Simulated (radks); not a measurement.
# Ionising iodine step by step, I³⁶⁺ to I⁵²⁺

An exercise on one series of results from a longer session: the logs are not shown, and one member is left open.

Program: radks (a radial shooting solver on a logarithmic mesh, Libxc functionals) version 1. Level of theory: Dirac Kohn-Sham, LB94 model potential, spin-unpolarised, spherical densities, finite nucleus; open shells fill j = l - 1/2 first. These are calculated values, not measurements, unless marked.

**Starting point**

```
element             : iodine (Z = 53)
charges             : 36 to 52
first configuration : [Ne] 3s2 3p5
last configuration  : 1s1
```

LB94 adds a gradient term to the LDA potential that gives it a −1/r tail. It is a model potential with no energy functional, so Etot and Exc are not given.

The first run:

The run's settings:

```text
Z 53
configuration [Ne] 3s2 3p5
relativity Dirac
functional lda,pw
model_potential LB94
spin unpolarised
j_filling energy
nucleus finite rms 4.75 fm
c 137.035999084
```

Among the steps run: I³⁶⁺, [Ne] 3s2 3p5; I³⁷⁺, [Ne] 3s2 3p4; I³⁸⁺, [Ne] 3s2 3p3; I³⁹⁺, [Ne] 3s2 3p2; I⁴⁰⁺, [Ne] 3s2 3p1; I⁴¹⁺, [Ne] 3s2; I⁴²⁺, [Ne] 3s1; I⁴³⁺, [Ne]; I⁴⁴⁺, [He] 2s2 2p5; I⁴⁵⁺, [He] 2s2 2p4; I⁴⁶⁺, [He] 2s2 2p3; I⁴⁷⁺, [He] 2s2 2p2; I⁴⁸⁺, [He] 2s2 2p1; I⁴⁹⁺, [He] 2s2; I⁵⁰⁺, [He] 2s1; I⁵¹⁺, [He]; I⁵²⁺, 1s1.

One of the session's tables, all rows but one given; the rest of the session is left out.

| species | −ε(HOMO) (eV) |
| --- | --- |
| I³⁶⁺ | 2508.7 |
| I³⁷⁺ | 2592.2 |
| I³⁸⁺ | 2676.5 |
| I³⁹⁺ | 2839.8 |
| I⁴⁰⁺ | 2928.2 |
| I⁴¹⁺ | 3110.7 |
| I⁴²⁺ | 3195.9 |
| I⁴³⁺ | ? |
| I⁴⁴⁺ | 7539.0 |
| I⁴⁵⁺ | 7771.9 |
| I⁴⁶⁺ | 8006.9 |
| I⁴⁷⁺ | 8583.2 |
| I⁴⁸⁺ | 8833.9 |
| I⁴⁹⁺ | 9201.4 |
| I⁵⁰⁺ | 9409.2 |
| I⁵¹⁺ | 38691 |
| I⁵²⁺ | 39525 |

Estimate the missing values for I⁴³⁺.

**Answer.** −ε(HOMO) (eV): 7308.4. In the column «−ε(HOMO) (eV)» it lies between I⁴²⁺ (3195.9) and I⁴⁴⁺ (7539.0).

There the highest level belongs to another shell. Spin polarisation and multiplet splitting are left out.
